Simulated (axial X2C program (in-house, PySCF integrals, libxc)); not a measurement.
# TeS⁻: from the state search to constants

Aim: find the lowest determinant of TeS⁻, scan the bond at several levels and fit the constants, once spin-free and once with spin–orbit coupling.

Method: all-electron X2C, Te dyall-acv3z, S dyall-av3z; program: an in-house X2C program for linear molecules on PySCF integrals.

All values are calculated.

### 1 Input

Input file task.json:

```json
{"zs": [52, 16], "q": -1, "bas": ["dyall-acv3z", "dyall-av3z"], "levels": ["PBE0", "HF", "PBEsol"], "cc": true, "r0": 2.22, "thr": -1.0, "nmax": 90, "npts": 10, "nst": 2, "ntry": 6}
```

Keys: zs atomic numbers; q charge; bas basis sets; levels methods (HF also brings MP2); cc coupled cluster on or off; r0 starting distance in Å; thr threshold in hartree for freezing inner shells (an s shell follows its p shell); nmax most natural virtual spinors; npts points asked for on the curve; nst determinants followed; ntry starts of the search.

On the command line:

```bash
$ python so2c.py task.json out
```

Spin-free means the one-electron spin-free X2C Hamiltonian; two-component (2c) means X2C with spin–orbit coupling and atomic mean-field two-electron Coulomb and Gaunt terms. Basis: Te dyall-acv3z contracted to [12s13p9d5f1g], S dyall-av3z contracted to [9s8p3d2f]; Gaussian nuclei, density fitting. Masses: Te 129.906 u, S 31.972 u.

Notation: σ, π±, δ± give the projection m of an orbital's angular momentum (0, ±1, ±2), α and β its spin, Λ and M_S the sums; ω is the projection of a spinor's total angular momentum and Ω the sum. Logs are in hartree.

The results follow Hamiltonian by Hamiltonian and level by level.

### 2 Search for the lowest determinant

PBE0 moves the distance from 2.220 Å to 2.340 Å and compares determinants there.

Spin-free determinants:

```json
{"ΔE (eV)": "0.00", "state": "M_S = 1/2, Λ = 1", "open shells": "beyond closed shells: π+α, π+β, π-α"}
{"ΔE (eV)": "1.75", "state": "M_S = 3/2, Λ = 0", "open shells": "beyond closed shells: σα, π+α, π-α"}
{"ΔE (eV)": "2.01", "state": "M_S = 1/2, Λ = 0", "open shells": "beyond closed shells: σβ, π+α, π-α"}
{"ΔE (eV)": "2.46", "state": "M_S = 1/2, Λ = 2", "open shells": "beyond closed shells: σα, π+α, π+β"}
{"ΔE (eV)": "2.46", "state": "M_S = 1/2, Λ = 0", "open shells": "beyond closed shells: σα, π+β, π-α"}
{"ΔE (eV)": "3.12", "state": "M_S = 3/2, Λ = 1", "open shells": "beyond closed shells: 2 × π+α, π-α"}
{"ΔE (eV)": "3.73", "state": "M_S = 1/2, Λ = 3", "open shells": "beyond closed shells: 2 × π+α, π+β"}
```

Two-component determinants:

| ΔE (eV) | state | open shells |
| --- | --- | --- |
| 0.00 | Ω = 3/2 | excess of +ω over −ω: ω = 3/2 |
| 0.29 | Ω = 1/2 | excess of +ω over −ω: ω = 1/2 |
| 2.15 | Ω = 1/2 | excess of +ω over −ω: 2 × ω = -1/2, ω = 3/2 |
| 2.29 | Ω = 1/2 | excess of +ω over −ω: ω = 1/2 |
| 2.57 | Ω = 5/2 | excess of +ω over −ω: 2 × ω = 1/2, ω = 3/2 |
| 3.26 | Ω = 5/2 | excess of +ω over −ω: ω = -1/2, 2 × ω = 3/2 |
| 3.67 | Ω = 7/2 | excess of +ω over −ω: ω = 1/2, 2 × ω = 3/2 |

### 3 PBE0, spin-free

State followed: M_S = 1/2, Λ = 1 (beyond closed shells: π+α, π+β, π-α). The scan is laid around 2.340 Å, a first estimate of the minimum, and this SCF restarts from the orbitals of the search.

Output at 2.340 Å:

```text
spin-free X2C-1e  PBE0
basis functions 202  fitting functions 1016  grid points 5080
iter        total energy     max residual
   1      -7192.721267643     8.79e-06
   2      -7192.721267655     9.05e-06
   3      -7192.721267657     6.79e-06
   4      -7192.721267659     4.71e-06
   5      -7192.721267660     5.82e-07
converged
one-electron -10263.69678665  Coulomb 3086.01123296  exact exchange -50.01920390  xc functional -153.16840729  nuclear repulsion 188.15189722
```

Along the bond, energies from the lowest point:

| R (Å) | E (eV) | μ (D) | HOMO (eV) | LUMO (eV) | iterations |
| --- | --- | --- | --- | --- | --- |
| 2.036 | 1.0456 | -2.17 | 0.54 | 2.19 | 13 |
| 2.129 | 0.4185 | -2.59 | 0.34 | 2.01 | 12 |
| 2.200 | 0.1579 | -2.86 | 0.20 | 1.87 | 12 |
| 2.270 | 0.0292 | -3.11 | 0.06 | 1.73 | 12 |
| 2.340 | 0.0000 | -3.34 | -0.08 | 1.60 | 5 |
| 2.422 | 0.0584 | -3.58 | -0.23 | 1.45 | 12 |
| 2.504 | 0.1874 | -3.79 | -0.38 | 1.30 | 13 |
| 2.609 | 0.4213 | -4.02 | -0.55 | 1.13 | 13 |
| 2.738 | 0.7652 | -4.25 | -0.74 | 0.93 | 15 |
| 2.925 | 1.3030 | -4.45 | -0.99 | 0.68 | 17 |

Dipoles are positive if S is the positive end and refer to the centre of mass.

Outer orbitals at the reference distance:

| symmetry | occupied | ε (eV) | atomic character |
| --- | --- | --- | --- |
| σα | yes | -14.31 | 56% S s, 23% Te s, 7% Te p |
| σβ | yes | -13.89 | 54% S s, 24% Te s, 8% Te p |
| σα | yes | -10.43 | 53% Te s, 21% S s, 12% S p |
| σβ | yes | -9.82 | 51% Te s, 23% S s, 12% S p |
| σα | yes | -3.75 | 50% S p, 39% Te p, 5% Te s |
| σβ | yes | -3.55 | 49% S p, 39% Te p, 6% Te s |
| π-α | yes | -2.95 | 56% S p, 38% Te p |
| π+α | yes | -2.95 | 56% S p, 38% Te p |
| π+β | yes | -2.55 | 55% S p, 39% Te p, 2% Te d |
| π-β | yes | -2.09 | 52% S p, 41% Te p, 2% Te d |
| π+α | yes | -0.62 | 49% Te p, 32% S p, 8% Te d |
| π-α | yes | -0.62 | 49% Te p, 32% S p, 8% Te d |
| π+β | yes | -0.08 | 49% Te p, 32% S p, 8% Te d |
| π-β | no | 1.60 | 46% Te p, 34% S p, 10% Te d |
| σα | no | 3.07 | 66% Te p, 19% S p, 8% Te d |
| σβ | no | 3.16 | 67% Te p, 19% S p, 8% Te d |
| σα | no | 3.57 | 77% Te s, 13% S p, 5% S s |

PBE0 fields in the half plane through the axis: z from -2.4 to 4.5 Å across, distance from the axis 0.15 to 2.25 Å upwards; Te lies at z = 0 and S at z = 2.340 Å; the ELF is damped to zero where the density is low.

log10 density (e/bohr³). Ten even steps from ' ' (-4.04 ) to '@' (1.83 ):
```
    ......::::::::::::::..................      
  ....::::::::------::::::::::::::::::::....    
  ....::::----------------------------::::....  
....::::----==========--------====------::::....
....::----======++====================----::....
..::::--====++++++++++======++++++++====--::::..
..::::--==++++######++++==++++++**++++==----::..
..::----==++**%%@@%%**++++++++##%%**++====--::..
```

ELF. Ten even steps from '0' (0.00 ) to '9' (0.90 ):
```
001245666420000122210000
001367888641001345432000
012578999852113677753100
013578999864236899875210
013578876665457999986310
013577423234578899986310
012564378723786012986310
002563568652781982586310
```

Re = 2.329 Å, ωe = 408 cm⁻¹, ωexe = 1.2 cm⁻¹, Be = 0.1211 cm⁻¹, De = 3.43 eV, μ = -3.31 D.

### 4 HF, spin-free

The SCF at the reference distance of 2.340 Å:

```text
spin-free X2C-1e  HF
basis functions 202  fitting functions 1016  grid points 5080
iter        total energy     max residual
   1      -7189.610472070     2.76e-01
   2      -7189.635023902     5.36e-03
   3      -7189.635906304     2.00e-03
   4      -7189.636059543     1.05e-03
   5      -7189.636106952     4.18e-04
   6      -7189.636120465     1.47e-04
   7      -7189.636123285     7.66e-05
   8      -7189.636123982     5.57e-05
   9      -7189.636124303     5.19e-05
  10      -7189.636124473     3.57e-05
  11      -7189.636124638     2.66e-05
  12      -7189.636124761     2.27e-05
  13      -7189.636124842     1.75e-05
  14      -7189.636124899     1.50e-05
  15      -7189.636124968     8.81e-06
  16      -7189.636125013     3.04e-06
  17      -7189.636125017     6.54e-07
  18      -7189.636125017     2.16e-07
converged
one-electron -10262.15780660  Coulomb 3084.52131916  exact exchange -200.15153480  xc functional 0.00000000  nuclear repulsion 188.15189722
```

No constants are quoted: the solution changes its character somewhere along the scan, so the fit is set aside.

### 5 PBEsol, spin-free

The SCF at the reference distance of 2.340 Å:

```text
spin-free X2C-1e  PBEsol
basis functions 202  fitting functions 1016  grid points 5080
iter        total energy     max residual
   1      -7188.973080342     4.35e-01
   2      -7188.979107239     6.49e-03
   3      -7188.972584737     1.57e-02
   4      -7188.977390659     8.91e-03
   5      -7188.979700173     5.07e-04
   6      -7188.979709169     1.06e-04
   7      -7188.979709563     3.62e-05
   8      -7188.979709577     7.99e-06
   9      -7188.979709579     2.99e-06
  10      -7188.979709579     1.38e-06
converged
one-electron -10263.08251771  Coulomb 3085.30846403  exact exchange 0.00000000  xc functional -199.35755312  nuclear repulsion 188.15189722
```

Re = 2.344 Å, ωe = 390 cm⁻¹, ωexe = 1.23 cm⁻¹, Be = 0.1196 cm⁻¹, De = 3.98 eV, μ = -3.21 D.

### 6 Correlated methods, spin-free

Correlated methods: 13 electrons correlated (frozen shells, counted by type: Te 4 s, 3 p, 2 d; S 2 s, 1 p), 277 virtual spinors in MP2, 90 natural virtuals in coupled cluster.

Output of the correlated part at 2.340 Å:

```text
correlated 13  virtual 277  natural virtual 90  E(MP2) -0.313479741  MP2 remainder -0.015954319
iter   CCSD correlation   residual
   1     -0.312123787   1.31e-01
   2     -0.321146367   4.40e-02
   3     -0.322625635   1.44e-02
   4     -0.322687329   4.27e-03
   5     -0.322717553   1.25e-03
   6     -0.322717704   4.25e-04
   7     -0.322719069   1.41e-04
   8     -0.322720309   7.30e-05
   9     -0.322719573   4.07e-05
  10     -0.322719647   1.94e-05
  11     -0.322719413   8.52e-06
  12     -0.322719506   4.30e-06
  13     -0.322719502   1.89e-06
(T) -0.017631531  T1 0.0183  D1 0.0361  max T2 0.081
```

T1 in the output is the amplitude norm over the root of the electron number; divide by √2 for the Lee–Taylor value.

MP2: No constants are quoted: the reference changes its character somewhere along the scan, so the fit is set aside.

CCSD: No constants are quoted: the reference changes its character somewhere along the scan, so the fit is set aside.

CCSD(T): No constants are quoted: the reference changes its character somewhere along the scan, so the fit is set aside.

### 7 A higher determinant, spin-free

State: M_S = 3/2, Λ = 0 (beyond closed shells: σα, π+α, π-α).

Output at the reference distance:

```text
spin-free X2C-1e  PBE0
basis functions 202  fitting functions 1016  grid points 5080
iter        total energy     max residual
   1      -7192.657120886     8.86e-06
   2      -7192.657120883     1.22e-05
   3      -7192.657120887     4.51e-06
   4      -7192.657120888     9.50e-07
converged
one-electron -10261.12117832  Coulomb 3083.45864421  exact exchange -50.00815264  xc functional -153.13833135  nuclear repulsion 188.15189722
```

| R (Å) | E above the lowest PBE0 point (eV) |
| --- | --- |
| 2.036 | 2.888 |
| 2.129 | 2.318 |
| 2.200 | 2.049 |
| 2.270 | 1.867 |
| 2.340 | 1.746 |
| 2.422 | 1.660 |
| 2.504 | 1.622 |
| 2.609 | 1.628 |
| 2.738 | 1.699 |

Re = 2.544 Å, ωe = 234.2 cm⁻¹, Be = 0.1015 cm⁻¹, μ = -2.89 D. Te = 1.62 eV.

### 8 The spin-free curves together

Energy (eV) of the followed determinant, spin-free, from each level's lowest point:

| R (Å) | PBE0 | HF (jumps) | MP2 (its reference jumps) | CCSD (its reference jumps) | CCSD(T) (its reference jumps) | PBEsol |
| --- | --- | --- | --- | --- | --- | --- |
| 2.036 | 1.046 | 1.032 | 1.137 | n/a | n/a | 1.088 |
| 2.129 | 0.418 | 0.391 | 0.474 | 0.483 | 0.517 | 0.455 |
| 2.200 | 0.158 | 0.132 | 0.191 | 0.197 | 0.221 | 0.185 |
| 2.270 | 0.029 | 0.013 | 0.045 | 0.047 | 0.059 | 0.044 |
| 2.340 | 0.000 | 0.000 | 0.000 | 0.000 | 0.000 | 0.000 |
| 2.422 | 0.058 | 0.082 | 0.117 | 0.047 | 0.036 | 0.039 |
| 2.504 | 0.187 | 0.197 | 0.456 | 0.191 | 0.175 | 0.147 |
| 2.609 | 0.421 | 0.369 | 0.793 | 0.431 | 0.413 | 0.352 |
| 2.738 | 0.765 | 0.599 | 1.187 | n/a | n/a | 0.660 |
| 2.925 | 1.303 | 0.893 | 1.815 | n/a | n/a | 1.146 |

### 9 PBE0, 2c

State followed: Ω = 3/2 (excess of +ω over −ω: ω = 3/2). The scan is laid around 2.340 Å, a first estimate of the minimum, and this SCF restarts from the orbitals of the search.

Output at 2.340 Å:

```text
two-component X2C + atomic mean field  PBE0
basis functions 202  fitting functions 1016  grid points 5080
iter        total energy     max residual
   1      -7189.814372900     1.25e-05
   2      -7189.814372901     1.67e-05
converged
one-electron -10255.23866722  Coulomb 3084.45819989  exact exchange -49.99179470  xc functional -153.08898833  nuclear repulsion 188.15189722  atomic mean-field constant -4.10501976
```

Along the bond, energies from the lowest point:

| R (Å) | E (eV) | μ (D) | HOMO (eV) | LUMO (eV) | iterations |
| --- | --- | --- | --- | --- | --- |
| 2.036 | 1.0658 | -2.36 | 0.41 | 2.34 | 13 |
| 2.129 | 0.4322 | -2.80 | 0.21 | 2.16 | 12 |
| 2.200 | 0.1669 | -3.10 | 0.07 | 2.02 | 12 |
| 2.270 | 0.0337 | -3.37 | -0.07 | 1.89 | 12 |
| 2.340 | 0.0000 | -3.62 | -0.21 | 1.76 | 2 |
| 2.422 | 0.0533 | -3.90 | -0.36 | 1.61 | 12 |
| 2.504 | 0.1770 | -4.14 | -0.50 | 1.46 | 12 |
| 2.609 | 0.4040 | -4.43 | -0.67 | 1.29 | 14 |
| 2.738 | 0.7391 | -4.73 | -0.86 | 1.09 | 14 |
| 2.925 | 1.2630 | -5.07 | -1.11 | 0.84 | 18 |

Dipoles are positive if S is the positive end and refer to the centre of mass.

Outer spinors at the reference distance:

```json
{"ω": "1/2", "occupied": "yes", "ε (eV)": "-14.22", "atomic character": "55% S s, 24% Te s, 7% Te p", "λ mixture": "100% σ"}
{"ω": "-1/2", "occupied": "yes", "ε (eV)": "-13.83", "atomic character": "54% S s, 24% Te s, 7% Te p", "λ mixture": "100% σ"}
{"ω": "1/2", "occupied": "yes", "ε (eV)": "-10.41", "atomic character": "52% Te s, 22% S s, 12% S p", "λ mixture": "100% σ"}
{"ω": "-1/2", "occupied": "yes", "ε (eV)": "-9.80", "atomic character": "51% Te s, 23% S s, 12% S p", "λ mixture": "100% σ"}
{"ω": "1/2", "occupied": "yes", "ε (eV)": "-3.75", "atomic character": "48% S p, 41% Te p, 5% Te s", "λ mixture": "97% σ, 3% π"}
{"ω": "-1/2", "occupied": "yes", "ε (eV)": "-3.57", "atomic character": "46% S p, 42% Te p, 5% Te s", "λ mixture": "90% σ, 10% π"}
{"ω": "-1/2", "occupied": "yes", "ε (eV)": "-2.97", "atomic character": "52% S p, 42% Te p", "λ mixture": "91% π, 9% σ"}
{"ω": "3/2", "occupied": "yes", "ε (eV)": "-2.78", "atomic character": "57% S p, 37% Te p, 2% Te d", "λ mixture": "100% π"}
{"ω": "1/2", "occupied": "yes", "ε (eV)": "-2.60", "atomic character": "51% S p, 43% Te p", "λ mixture": "97% π, 3% σ"}
{"ω": "-3/2", "occupied": "yes", "ε (eV)": "-1.96", "atomic character": "55% S p, 38% Te p, 3% Te d", "λ mixture": "100% π"}
{"ω": "-1/2", "occupied": "yes", "ε (eV)": "-0.74", "atomic character": "42% Te p, 39% S p, 8% Te d", "λ mixture": "99% π, 1% σ"}
{"ω": "3/2", "occupied": "yes", "ε (eV)": "-0.43", "atomic character": "50% Te p, 31% S p, 8% Te d", "λ mixture": "100% π"}
{"ω": "1/2", "occupied": "yes", "ε (eV)": "-0.21", "atomic character": "43% Te p, 38% S p, 9% Te d", "λ mixture": "99% π, 1% σ"}
{"ω": "-3/2", "occupied": "no", "ε (eV)": "1.76", "atomic character": "49% Te p, 30% S p, 10% Te d", "λ mixture": "100% π"}
{"ω": "1/2", "occupied": "no", "ε (eV)": "3.08", "atomic character": "67% Te p, 17% S p, 8% Te d", "λ mixture": "100% σ"}
{"ω": "-1/2", "occupied": "no", "ε (eV)": "3.18", "atomic character": "68% Te p, 17% S p, 7% Te d", "λ mixture": "100% σ"}
{"ω": "1/2", "occupied": "no", "ε (eV)": "3.60", "atomic character": "75% Te s, 13% S p, 7% S s", "λ mixture": "100% σ"}
```

PBE0 fields in the half plane through the axis: z from -2.4 to 4.5 Å across, distance from the axis 0.15 to 2.25 Å upwards; Te lies at z = 0 and S at z = 2.340 Å; the ELF is damped to zero where the density is low.

log10 density (e/bohr³). Ten even steps from '0' (-4.02 ) to '9' (1.83 ):
```
001112222221111111111000
011222233322222222221100
011223333333333333322110
112233444443333443332211
112334444444444444433211
122344555554445555443221
122345577755455565543321
123345689865555786544321
```

ELF. Ten even steps from '0' (0.00 ) to '9' (0.90 ):
```
001245666420000122210000
001357888641001355532000
012578999852113677753100
013578999864236899875210
013578876665458999986310
013577423234578899986310
013564378723786012986310
012563568652781982586310
```

Re = 2.333 Å, ωe = 404 cm⁻¹, ωexe = 1.22 cm⁻¹, Be = 0.1207 cm⁻¹, De = 3.33 eV, μ = -3.60 D.

### 10 HF, 2c

The SCF at the reference distance of 2.340 Å:

```text
two-component X2C + atomic mean field  HF
basis functions 202  fitting functions 1016  grid points 5080
iter        total energy     max residual
   1      -7186.700768664     2.80e-01
   2      -7186.725304806     5.34e-03
   3      -7186.726207937     2.16e-03
   4      -7186.726380278     1.24e-03
   5      -7186.726447762     7.04e-04
   6      -7186.726484816     5.34e-04
   7      -7186.726507770     5.13e-04
   8      -7186.726531468     4.24e-04
   9      -7186.726558568     3.15e-04
  10      -7186.726582118     8.44e-05
  11      -7186.726584610     4.49e-05
  12      -7186.726584923     5.00e-05
  13      -7186.726585196     3.03e-05
  14      -7186.726585314     1.52e-05
  15      -7186.726585360     5.32e-06
  16      -7186.726585368     2.42e-06
  17      -7186.726585368     1.42e-06
converged
one-electron -10253.62003274  Coulomb 3082.89205291  exact exchange -200.04548298  xc functional 0.00000000  nuclear repulsion 188.15189722  atomic mean-field constant -4.10501976
```

Re = 2.320 Å, ωe = 427 cm⁻¹, ωexe = 1.85 cm⁻¹, Be = 0.1221 cm⁻¹, De = 1.38 eV, μ = -4.10 D.

### 11 PBEsol, 2c

Output at 2.340 Å:

```text
two-component X2C + atomic mean field  PBEsol
basis functions 202  fitting functions 1016  grid points 5080
iter        total energy     max residual
   1      -7186.069489379     4.35e-01
   2      -7186.075365710     6.45e-03
   3      -7186.067326554     1.73e-02
   4      -7186.074228085     8.03e-03
   5      -7186.076110882     5.04e-04
   6      -7186.076119756     1.05e-04
   7      -7186.076120118     3.94e-05
   8      -7186.076120137     8.31e-06
   9      -7186.076120139     2.82e-06
  10      -7186.076120140     1.30e-06
converged
one-electron -10254.63737132  Coulomb 3083.76841023  exact exchange 0.00000000  xc functional -199.25403650  nuclear repulsion 188.15189722  atomic mean-field constant -4.10501976
```

Re = 2.348 Å, ωe = 386 cm⁻¹, ωexe = 1.26 cm⁻¹, Be = 0.1191 cm⁻¹, De = 3.86 eV, μ = -3.48 D.

### 12 Correlated methods, 2c

Correlated methods: 13 electrons correlated (frozen shells, counted by type: Te 4 s, 3 p, 2 d; S 2 s, 1 p), 277 virtual spinors in MP2, 90 natural virtuals in coupled cluster.

Output of the correlated part at 2.340 Å:

```text
correlated 13  virtual 277  natural virtual 90  E(MP2) -0.312063184  MP2 remainder -0.015733708
iter   CCSD correlation   residual
   1     -0.311095414   1.31e-01
   2     -0.319963620   4.52e-02
   3     -0.321585656   1.70e-02
   4     -0.321652789   6.97e-03
   5     -0.321726818   4.03e-03
   6     -0.321740557   2.22e-03
   7     -0.321749343   8.61e-04
   8     -0.321753017   2.55e-04
   9     -0.321749358   7.86e-05
  10     -0.321749598   2.87e-05
  11     -0.321749251   1.33e-05
  12     -0.321749400   7.20e-06
  13     -0.321749409   3.68e-06
(T) -0.017468656  T1 0.0234  D1 0.0651  max T2 0.066
```

MP2: No constants are quoted: the points don't follow one smooth fit.

CCSD: Re = 2.347 Å, ωe = 404 cm⁻¹, ωexe = 0.776 cm⁻¹, Be = 0.1193 cm⁻¹, De = 2.90 eV. T1 at Re = 0.017 (Lee–Taylor, the printed value over √2).

CCSD(T): Re = 2.359 Å, ωe = 393 cm⁻¹, Be = 0.1181 cm⁻¹, De = 3.06 eV. T1 at Re = 0.018 (Lee–Taylor, the printed value over √2).

### 13 A higher determinant, 2c

State: Ω = 1/2 (excess of +ω over −ω: ω = 1/2).

Output at the reference distance:

```text
two-component X2C + atomic mean field  PBE0
basis functions 202  fitting functions 1016  grid points 5080
iter        total energy     max residual
   1      -7189.803746008     3.83e-06
   2      -7189.803746009     4.32e-06
converged
one-electron -10255.12746983  Coulomb 3084.35139037  exact exchange -49.99020839  xc functional -153.08433562  nuclear repulsion 188.15189722  atomic mean-field constant -4.10501976
```

| R (Å) | E above the lowest PBE0 point (eV) |
| --- | --- |
| 2.036 | 1.347 |
| 2.129 | 0.718 |
| 2.200 | 0.455 |
| 2.270 | 0.323 |
| 2.340 | 0.289 |
| 2.422 | 0.341 |
| 2.504 | 0.463 |
| 2.609 | 0.684 |
| 2.738 | 1.006 |

Re = 2.333 Å, ωe = 401 cm⁻¹, ωexe = 1.28 cm⁻¹, Be = 0.1207 cm⁻¹, μ = -3.06 D. Te = 0.29 eV.

### 14 The 2c curves together

Energy (eV) of the followed determinant, 2c, from each level's lowest point:

| R (Å) | PBE0 | HF | MP2 | CCSD | CCSD(T) | PBEsol |
| --- | --- | --- | --- | --- | --- | --- |
| 2.036 | 1.066 | 1.061 | 1.147 | n/a | n/a | 1.107 |
| 2.129 | 0.432 | 0.411 | 0.478 | 0.494 | 0.528 | 0.468 |
| 2.200 | 0.167 | 0.145 | 0.192 | 0.204 | 0.227 | 0.194 |
| 2.270 | 0.034 | 0.020 | 0.043 | 0.050 | 0.062 | 0.048 |
| 2.340 | 0.000 | 0.000 | 0.000 | 0.000 | 0.000 | 0.000 |
| 2.422 | 0.053 | 0.074 | 0.059 | 0.039 | 0.024 | 0.034 |
| 2.504 | 0.177 | 0.215 | 0.227 | 0.156 | 0.128 | 0.136 |
| 2.609 | 0.404 | 0.438 | 0.613 | 0.388 | 0.349 | 0.334 |
| 2.738 | 0.739 | 0.667 | 1.228 | n/a | n/a | 0.632 |
| 2.925 | 1.263 | 0.885 | 1.848 | n/a | n/a | 1.101 |

The whole job took 3.2 min on 1 thread of Arm Neoverse V2, shared host; peak memory 0.86 GiB.

### 15 What came out

Lowest determinant that the search found at its distance, spin-free: M_S = 1/2, Λ = 1 (beyond closed shells: π+α, π+β, π-α).

Lowest determinant that the search found at its distance, 2c: Ω = 3/2 (excess of +ω over −ω: ω = 3/2).

```csv
Hamiltonian,level,Re (Å),ωe (cm⁻¹),De (eV),μ (D)
spin-free,PBE0,2.329,408,3.43,-3.31
spin-free,PBEsol,2.344,390,3.98,-3.21
2c,PBE0,2.333,404,3.33,-3.60
2c,HF,2.320,427,1.38,-4.10
2c,CCSD,2.347,404,2.90,n/a
2c,CCSD(T),2.359,393,3.06,n/a
2c,PBEsol,2.348,386,3.86,-3.48
```

Dipoles are positive if S is the positive end and refer to the centre of mass. No constants: spin-free HF (the solution changes its character somewhere along the scan, so the fit is set aside); spin-free MP2 (the reference changes its character somewhere along the scan, so the fit is set aside); spin-free CCSD (the reference changes its character somewhere along the scan, so the fit is set aside); spin-free CCSD(T) (the reference changes its character somewhere along the scan, so the fit is set aside); 2c MP2 (the points don't follow one smooth fit).

Time per point (s) on 1 thread of Arm Neoverse V2, shared host (2c runs; CCSD comes with the CCSD(T) run); the times are rough: PBE0 0.91, HF 1.1, CCSD(T) 6.8, PBEsol 0.4.

At PBE0, going from spin-free to two-component changes Re by +4 mÅ, ωe by -0.8 %; the spin-free picture holds up (part of it comes from the scalar share of the two-electron terms). De moves by -0.10 eV; both De rest on single-determinant atoms, which can miss part of an open shell's spin–orbit lowering.

De refers to Te + S-; at HF, two-component, to Te- + S, each in the lowest determinant found, which need not be this curve's own limit. Each curve is one determinant whose occupation by symmetry is held fixed; it was picked as the lowest of a PBE0 search that is not exhaustive. De is counted from the lowest determinant-based energies of the atoms at the same level, without counterpoise correction. Density functionals use the spin component along the axis (collinear). CCSD and (T) use frozen natural virtuals with an MP2 correction for the truncation. With the outer-core shells frozen, correlated bond lengths of heavy atoms tend to come out a few hundredths of an ångström too long.
